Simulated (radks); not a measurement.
**Ga³⁺ in [Ne] 3s1.5 3p6 3d10 4d0.5: an all-electron calculation**

The task here is to estimate one member of a computed series from the others.

The numbers are computed with radks (a radial shooting solver on a logarithmic mesh, Libxc functionals) version 1 (Dirac Kohn-Sham, LDA (Slater exchange, VWN5 correlation), spin-unpolarised, spherical densities, point nucleus; open shells fill j = l - 1/2 first), except any that are marked as measured or tabulated.

## Starting point

| Quantity | Value |
| --- | --- |
| element | gallium (Z = 31) |
| charge | +3 |
| electrons | 28 |
| configuration | [Ne] 3s1.5 3p6 3d10 4d0.5 |

Set-up of the first run:

The run's settings:

```text
Z 31
configuration [Ne] 3s1.5 3p6 3d10 4d0.5
relativity Dirac
functional lda,vwn5
spin unpolarised
j_filling energy
nucleus point
c 137.035999084
```

One table of the session follows, with a row left open; its other results are not shown here.

It belongs to the step «Shells». Sizes of the orbitals, from the radial functions (bohr):

| level | <r> | outermost maximum (interpolated) | 90 % within | nodes |
| --- | --- | --- | --- | --- |
| 1s1/2 | 0.04866 | 0.0318 | 0.0870 | 0 |
| 2s1/2 | 0.2179 | 0.183 | 0.338 | 1 |
| 2p1/2 | ? | ? | ? | ? |
| 2p3/2 | 0.1919 | 0.147 | 0.313 | 0 |
| 3s1/2 | 0.6504 | 0.565 | 0.974 | 2 |
| 3p1/2 | 0.6679 | 0.560 | 1.03 | 1 |
| 3p3/2 | 0.6784 | 0.569 | 1.04 | 1 |
| 3d3/2 | 0.7616 | 0.525 | 1.29 | 0 |
| 3d5/2 | 0.7663 | 0.528 | 1.30 | 0 |
| 4d3/2 | 3.159 | 2.80 | 4.68 | 1 |
| 4d5/2 | 3.166 | 2.80 | 4.69 | 1 |

Estimate the missing values for 2p1/2.

**Answer.** <r>: 0.1884; outermost maximum (interpolated): 0.144; 90 % within: 0.309; nodes: 0. In the column «<r>» it lies between 1s1/2 (0.04866) and 2p3/2 (0.1919).
